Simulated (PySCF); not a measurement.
# Towards the basis-set limit for AsO

Aim: bond length, wavenumber and bond energy of AsO near the limit of CCSD(T), built from two basis sets and any small corrections listed.

Program: PySCF 2.14.0. Level of theory: CCSD(T) on ROHF, scalar-relativistic core potentials. These are calculated values, not measurements.

2 further runs of the same task are left out: 2 set aside as unsound or not needed.

## Step 1: The job

- molecule: AsO
- state: doublet, unpaired electrons π ↑
- smaller basis: As cc-pwCVDZ-PP with ECP10, O aug-cc-pVDZ
- larger basis: As cc-pwCVTZ-PP with ECP10, O aug-cc-pVTZ
- frozen core orbitals: 5
- extrapolation: correlation as n⁻³ (n = 2, 3), Hartree–Fock as (n+1)·exp(−9√n)
- corrections: none
- distances (Å): 1.4269, 1.4918, 1.5566, 1.6215, 1.6864, 1.7674, 1.8485
- masses (u): 74.9216, 15.9949
- dissociation limit: As + O

On the command line:

```bash
> OMP_NUM_THREADS=4 python comp.py task.json out
```

## Step 2: Coupled cluster at each distance

**Question.** What will these runs give? Wanted: for each run, Re; ωe; ωexe; αe; De.

**Answer**, as computed:

```csv
level,Re (Å),ωe (cm⁻¹),ωexe (cm⁻¹),αe (cm⁻¹),De (eV)
"CCSD(T), smaller basis",1.6471,910.8,4.66,0.00329,4.225
"CCSD(T), larger basis",1.6270,964.5,4.79,0.00321,4.715
HF/CBS,1.5737,1155.0,4.07,0.00268,1.228
MP2/CBS,1.6306,953.3,3.97,0.00309,5.313
CCSD/CBS,1.6071,1032.8,4.25,0.00293,4.387
CCSD(T)/CBS,1.6237,973.5,4.75,0.00318,4.850
```

The last step gives Re = 1.6237 Å, ωe = 973.5 cm⁻¹ and De = 4.850 eV; the smaller basis alone is off from it by +23.5 mÅ and -0.63 eV. Near the minimum the mean field binds by 1.16 eV and correlation adds 3.69 eV of binding. T1 is 0.027. Spin–orbit coupling and excitations beyond (T) are left out.
